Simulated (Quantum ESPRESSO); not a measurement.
# HfGe (P-6m2) in Quantum ESPRESSO: single point with PBE

Aim: the single point of HfGe with PBE.

Program: Quantum ESPRESSO 7.5. These are calculated values, not measurements. Logs are shortened: lines on timing, memory, paths and dates and some standing lists are left out, and cuts for length are marked.

### Step 1. Starting point

It takes space group P-6m2 (No. 187, hexagonal). Conventional cell: a = 3.934 Å, b = 3.934 Å, c = 3.510 Å, α = 90.00°, β = 90.00°, γ = 120.00°. Hf (site symmetry -6m2) is surrounded by 3 Ge at 2.27 Å. Ge (site symmetry -6m2) has 3 Hf at 2.27 Å as nearest neighbours.

The cell was built by a generator and needn't be a form met in nature.

### Step 2. Single point, PBE

Contents of pw.in:

```
&CONTROL
  calculation = 'scf'
  prefix = 'pwscf'
  outdir = './tmp'
  pseudo_dir = './pseudo'
  tprnfor = .true.
  tstress = .true.
  disk_io = 'nowf'
/
&SYSTEM
  ibrav = 0
  nat = 2
  ntyp = 2
  ecutwfc = 132
  nbnd = 33
  occupations = 'smearing'
  smearing = 'fd'
  degauss = 0.00367493
/
&ELECTRONS
  conv_thr = 4d-10
  electron_maxstep = 120
  mixing_beta = 0.5
/
ATOMIC_SPECIES
Hf   178.4900 Hf.upf
Ge    72.6300 Ge.upf
CELL_PARAMETERS angstrom
   3.9335093900    0.0000000000    0.0000000000
  -1.9667546900    3.4065190500    0.0000000000
   0.0000000000    0.0000000000    3.5096193900
ATOMIC_POSITIONS crystal
Hf     0.0000000000    0.0000000000    0.5000000000
Ge     0.3333333300    0.6666666700    0.5000000000
K_POINTS automatic
2 2 2 0 0 0
```

Potentials or basis: PseudoDojo 0.4 SR PBE stringent.

Launch:

```console
> OMP_NUM_THREADS=1 pw.x -in pw.in > pw.out
```

pw.out:

```text
This program is part of the open-source Quantum ESPRESSO suite
     for quantum simulation of materials; please cite
[... 9 lines left out ...]
     --------------------
     sticks:   dense  smooth     PW     G-vecs:    dense   smooth      PW
     Sum        2017    2017    559                64981    64981    9655

     Using Slab Decomposition

     bravais-lattice index     =            0
     lattice parameter (alat)  =       7.4333  a.u.
     unit-cell volume          =     317.3567 (a.u.)^3
     number of atoms/cell      =            2
     number of atomic types    =            2
     number of electrons       =        48.00
     number of Kohn-Sham states=           33
     kinetic-energy cutoff     =     132.0000  Ry
     charge density cutoff     =     528.0000  Ry
     scf convergence threshold =      4.0E-10
     mixing beta               =       0.5000
     number of iterations used =            8  plain     mixing
     Exchange-correlation= PBE
                           (   1   4   3   4   0   0   0)

     celldm(1)=   7.433255  celldm(2)=   0.000000  celldm(3)=   0.000000
     celldm(4)=   0.000000  celldm(5)=   0.000000  celldm(6)=   0.000000

     crystal axes: (cart. coord. in units of alat)
               a(1) = (   1.000000   0.000000   0.000000 )
               a(2) = (  -0.500000   0.866025   0.000000 )
               a(3) = (   0.000000   0.000000   0.892236 )

     reciprocal axes: (cart. coord. in units 2 pi/alat)
               b(1) = (  1.000000  0.577350 -0.000000 )
               b(2) = (  0.000000  1.154701  0.000000 )
               b(3) = (  0.000000 -0.000000  1.120779 )

     PseudoPot. # 1 for Hf read from file:
     Hf.upf
     Pseudo is Norm-conserving + core correction, Zval = 26.0
     Generated using ONCVPSP code by D. R. Hamann
     Using radial grid of 1656 points,  8 beta functions with:
                l(1) =   0
                l(2) =   0
                l(3) =   1
                l(4) =   1
                l(5) =   2
                l(6) =   2
                l(7) =   3
                l(8) =   3

     PseudoPot. # 2 for Ge read from file:
     Ge.upf
     Pseudo is Norm-conserving + core correction, Zval = 22.0
     Generated using ONCVPSP code by D. R. Hamann
     Using radial grid of 1560 points,  6 beta functions with:
                l(1) =   0
                l(2) =   0
                l(3) =   1
                l(4) =   1
                l(5) =   2
                l(6) =   2

     atomic species   valence    mass     pseudopotential
     Hf               26.00   178.49000     Hf( 1.00)
     Ge               22.00    72.63000     Ge( 1.00)

     12 Sym. Ops. (no inversion) found

   Cartesian axes

     site n.     atom                  positions (alat units)
         1        Hf     tau(   1) = (   0.0000000   0.0000000   0.4461181  )
         2        Ge     tau(   2) = (  -0.0000000   0.5773503   0.4461181  )

     number of k points=     4  Fermi-Dirac smearing, width (Ry)=  0.0037
                       cart. coord. in units 2pi/alat
        k(    1) = (   0.0000000   0.0000000   0.0000000), wk =   0.2500000
        k(    2) = (   0.0000000   0.0000000  -0.5603897), wk =   0.2500000
        k(    3) = (   0.0000000  -0.5773503   0.0000000), wk =   0.7500000
        k(    4) = (   0.0000000  -0.5773503  -0.5603897), wk =   0.7500000

     Dense  grid:    64981 G-vectors     FFT dimensions: (  60,  60,  50)

     Initial potential from superposition of free atoms

     starting charge      47.9973, renormalised to      48.0000
     Starting wfcs are   30 randomized atomic wfcs +    3 random wfcs

     Self-consistent Calculation

     iteration #  1     ecut=   132.00 Ry     beta= 0.50
     Davidson diagonalization with overlap
     ethr =  1.00E-02,  avg # of iterations =  4.0

     Threshold (ethr) on eigenvalues was too large:
     Diagonalizing with lowered threshold

     Davidson diagonalization with overlap
     ethr =  2.38E-04,  avg # of iterations =  2.0

     total energy              =   -1127.15633373 Ry
     estimated scf accuracy    <       0.11738986 Ry

     iteration #  2     ecut=   132.00 Ry     beta= 0.50
     Davidson diagonalization with overlap
     ethr =  2.45E-04,  avg # of iterations =  2.0

     total energy              =   -1127.17401170 Ry
     estimated scf accuracy    <       0.00581470 Ry

     iteration #  3     ecut=   132.00 Ry     beta= 0.50
     Davidson diagonalization with overlap
     ethr =  1.21E-05,  avg # of iterations =  6.5

     total energy              =   -1127.17473481 Ry
     estimated scf accuracy    <       0.00090675 Ry

     iteration #  4     ecut=   132.00 Ry     beta= 0.50
     Davidson diagonalization with overlap
     ethr =  1.89E-06,  avg # of iterations =  2.0

     total energy              =   -1127.17480174 Ry
     estimated scf accuracy    <       0.00007060 Ry

     iteration #  5     ecut=   132.00 Ry     beta= 0.50
     Davidson diagonalization with overlap
     ethr =  1.47E-07,  avg # of iterations =  2.0

     total energy              =   -1127.17480874 Ry
     estimated scf accuracy    <       0.00000611 Ry

     iteration #  6     ecut=   132.00 Ry     beta= 0.50
     Davidson diagonalization with overlap
     ethr =  1.27E-08,  avg # of iterations =  2.0

     total energy              =   -1127.17480952 Ry
     estimated scf accuracy    <       0.00000045 Ry

     iteration #  7     ecut=   132.00 Ry     beta= 0.50
     Davidson diagonalization with overlap
     ethr =  9.36E-10,  avg # of iterations =  2.0

     total energy              =   -1127.17480958 Ry
     estimated scf accuracy    <       0.00000002 Ry

     iteration #  8     ecut=   132.00 Ry     beta= 0.50
     Davidson diagonalization with overlap
     ethr =  3.24E-11,  avg # of iterations =  2.0

     total energy              =   -1127.17480959 Ry
     estimated scf accuracy    <          4.4E-10 Ry

     iteration #  9     ecut=   132.00 Ry     beta= 0.50
     Davidson diagonalization with overlap
     ethr =  9.14E-13,  avg # of iterations =  3.2

     End of self-consistent calculation

          k = 0.0000 0.0000 0.0000 (  8119 PWs)   bands (ev):

  -149.6612 -96.8420 -96.8420 -96.8000 -48.3967 -17.3827 -17.3827 -16.9001
   -10.6163 -10.5965 -10.5965 -10.5831 -10.5831   1.7528   1.8600   1.8600
     1.8726   1.8726   1.8934   1.9006   3.2390  10.7113  10.7113  12.3282
    15.8239  16.6284  16.6284  18.3217  21.1843  21.1843  23.1189  25.8211
    25.8211

          k = 0.0000 0.0000-0.5604 (  8136 PWs)   bands (ev):

  -149.6612 -96.8420 -96.8420 -96.8001 -48.3920 -17.3698 -17.3698 -17.0475
   -10.6028 -10.6028 -10.5987 -10.5827 -10.5827   1.7958   1.8563   1.8563
     1.8746   1.8836   1.8836   1.9008   4.2450  10.2075  11.1095  11.1095
    14.9460  14.9460  18.5916  19.9706  20.9041  22.9486  22.9486  23.7059
    23.7059

          k = 0.0000-0.5774 0.0000 (  8134 PWs)   bands (ev):

  -149.6612 -96.8420 -96.8420 -96.8000 -48.3936 -17.4542 -17.3685 -16.8990
   -10.7412 -10.6690 -10.5977 -10.5817 -10.5627   1.8476   1.8545   1.8625
     1.8641   1.8730   1.8912   1.9026   4.9265   9.5255  12.8127  13.2414
    13.5849  14.8500  16.3023  16.7127  20.2268  21.3215  22.6837  25.3150
    25.8687

          k = 0.0000-0.5774-0.5604 (  8108 PWs)   bands (ev):

  -149.6612 -96.8420 -96.8420 -96.8001 -48.3890 -17.4383 -17.3550 -17.0434
   -10.7405 -10.6684 -10.6043 -10.5876 -10.5424   1.8489   1.8562   1.8598
     1.8719   1.8764   1.8845   1.8948   5.8745  10.0703  10.8159  13.8029
    14.2837  14.7719  15.3041  17.6024  18.9545  19.5006  22.4361  25.9047
    26.1826

     the Fermi energy is    13.6939 ev

!    total energy              =   -1127.17480959 Ry
     estimated scf accuracy    <          2.1E-11 Ry
     smearing contrib. (-TS)   =      -0.00181451 Ry
     internal energy E=F+TS    =   -1127.17299508 Ry

     The total energy is F=E-TS. E is the sum of the following terms:
     one-electron contribution =    -911.75064403 Ry
     hartree contribution      =     480.51110345 Ry
     xc contribution           =    -136.96336827 Ry
     ewald contribution        =    -558.97008623 Ry

     convergence has been achieved in   9 iterations

     Forces acting on atoms (cartesian axes, Ry/au):

     atom    1 type  1   force =     0.00000000    0.00000000    0.00000000
     atom    2 type  2   force =     0.00000000    0.00000000    0.00000000

     Total force =     0.000000     Total SCF correction =     0.000000

     Computing stress (Cartesian axis) and pressure

          total   stress  (Ry/bohr**3)                   (kbar)     P=      392.05
   0.00412067  -0.00000000   0.00000000          606.17       -0.00        0.00
  -0.00000000   0.00412067   0.00000000           -0.00      606.17        0.00
   0.00000000   0.00000000  -0.00024602            0.00        0.00      -36.19

=------------------------------------------------------------------------------=
   JOB DONE.
=------------------------------------------------------------------------------=
```

Wall time 23 s (1 thread of Intel Xeon Platinum 8259CL at 2.50GHz (Skylake/Cascade Lake), shared host); peak memory 0.16 GiB.

What came out:

- Free energy: -15335.9946 eV
- Pressure: 39.2 GPa
- Band gap on the k mesh: none (metal or under the smearing width)

Levels at points of the mesh, in eV from the Fermi level:
| k point | band 20 | band 21 | band 22 | band 23 | band 24 | band 25 | band 26 | band 27 | band 28 | band 29 |
| --- | --- | --- | --- | --- | --- | --- | --- | --- | --- | --- |
| (0.00, 0.00, 0.00) | -11.79 | -10.45 | -2.98 | -2.98 | -1.37 | 2.13 | 2.93 | 2.93 | 4.63 | 7.49 |
| (0.00, 0.00, -0.50) | -11.79 | -9.45 | -3.49 | -2.58 | -2.58 | 1.25 | 1.25 | 4.90 | 6.28 | 7.21 |
| (0.00, -0.50, 0.00) | -11.79 | -8.77 | -4.17 | -0.88 | -0.45 | -0.11 | 1.16 | 2.61 | 3.02 | 6.53 |
| (0.00, -0.50, -0.50) | -11.80 | -7.82 | -3.62 | -2.88 | 0.11 | 0.59 | 1.08 | 1.61 | 3.91 | 5.26 |

Caveat: the k mesh is coarse (spacing up to 0.92 Å⁻¹), so the values aren't converged; a pressure of tens of GPa on the cell as given is suspect, and the run, the potentials or the cell itself is likely at fault.
